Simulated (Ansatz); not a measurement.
# BH3OSeSi: how energies converge with the basis set

One table from this session's results is given with a row withheld; the runs are named, their logs left out.

Method: one geometry, several basis sets; program: Ansatz 0.2.0, Gaussian basis.

The runs, in order: PBE0-D4/def2-SVP; ωB97M-V/def2-SVP; PBE0-D4/def2-QZVPP; ωB97M-V/def2-QZVPP; the functionals' def2-TZVPP values are taken from earlier runs.

### The relaxed structure

The geometry comes from an earlier relaxation with PBE0-D4 in a triple-zeta def2 set; it is a stationary point, not always the lowest conformer.

SMILES `[SeH][SiH]1BO1`, 7 atoms, charge 0, spin multiplicity 1.

Atoms are counted from 1 here; the program's logs count them from 0.

Bond lengths: Se1–Si2 2.255 Å, Se1–H5 1.470 Å, Si2–B3 1.896 Å, Si2–O4 1.752 Å, Si2–H6 1.479 Å, B3–O4 1.341 Å, B3–H7 1.189 Å. Angles: Si2–Se1–H5 93.6°, Se1–Si2–B3 124.1°, Se1–Si2–O4 115.8°, Se1–Si2–H6 110.0°, B3–Si2–O4 42.9°, B3–Si2–H6 125.6°, O4–Si2–H6 109.3°, Si2–B3–O4 62.8°, Si2–B3–H7 165.4°, O4–B3–H7 131.8°, Si2–O4–B3 74.3°.

Set-up of the first run:

Contents of in.yaml:

```yaml
crystal:
  periodic: [false, false, false]
  atoms:
    - {symbol: Se, position_ang: [-1.351258, 0.707568, -1.603173]}
    - {symbol: Si, position_ang: [0.129227, 0.417880, 0.072921]}
    - {symbol: B, position_ang: [1.320209, -1.052129, 0.197178]}
    - {symbol: O, position_ang: [0.137575, -1.167097, 0.818765]}
    - {symbol: H, position_ang: [-2.336666, 1.377367, -0.742631]}
    - {symbol: H, position_ang: [-0.077914, 1.447855, 1.113540]}
    - {symbol: H, position_ang: [2.240027, -1.799445, 0.097801]}
basis:
  gaussian: {orbitals: def2-SVP}
hamiltonian: {xc: pbe0, dispersion: d4}
output: {orbitals: {seedname: orbitals}}
```

Command:

```sh
$ ansatz run in.yaml --threads 2 --pin off --events-out ev --progress --plain --max-ram 4352MiB
```

Among the steps run: PBE0-D4 in def2-SVP; ωB97M-V in def2-SVP; PBE0-D4 in def2-QZVPP; ωB97M-V in def2-QZVPP.

One table of the session follows, with a row left open; its other results are not shown here.

```
functional       basis  HOMO (eV)
   PBE0-D4    def2-SVP      -7.04
   PBE0-D4  def2-TZVPP      -7.07
   PBE0-D4  def2-QZVPP      -7.09
   ωB97M-V    def2-SVP          ?
   ωB97M-V  def2-TZVPP      -9.17
   ωB97M-V  def2-QZVPP      -9.19
```

Q: Estimate the row for ωB97M-V, def2-SVP from the others.

As computed: HOMO (eV): -9.11. In the column «HOMO (eV)» it lies between ωB97M-V, def2-TZVPP (-9.17) and PBE0-D4, def2-QZVPP (-7.09).
